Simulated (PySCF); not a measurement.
# FeI5 ([FeI5]2-): the cost of one run

Computed with PySCF 2.14.0 and routines of our own; the level stands in each step. Atoms count from 0.

## (1) The system as given

6 atoms, charge -2, states of the metal's open shell are computed; geometry from: model geometry, bond lengths from ionic radii.

## (2) Ligand-field states: state-averaged CASSCF in water

Job settings and geometry (Å):

```
{"job": {"kind": "lf", "basis": {"metal": "x2c-TZVPall", "ligand": "x2c-SVPall"}, "nevpt": true, "solvent": "water"}, "charge": -2, "metal": "Fe", "open_shell": "d5"}
Fe     0.000000     0.000000     0.000000
I      0.000000     0.000000     2.645000
I      2.604817     0.000000    -0.459299
I     -2.604817     0.000000    -0.459299
I      0.000000     2.604817    -0.459299
I     -0.000000    -2.604817    -0.459299
```

Method: state-averaged CASSCF of the metal d shell, SC-NEVPT2 on the averaged canonical orbitals, state-interaction spin-orbit coupling.

Started as:

```console
$ OMP_NUM_THREADS=1 python lf_run.py task.json out
```

This one command runs all jobs of the session in turn.

**Question.** How long does this first job take on 1 thread of Arm Neoverse V1, shared host, and how much memory does it need?

About 91 s, with a peak of 0.77 GiB.
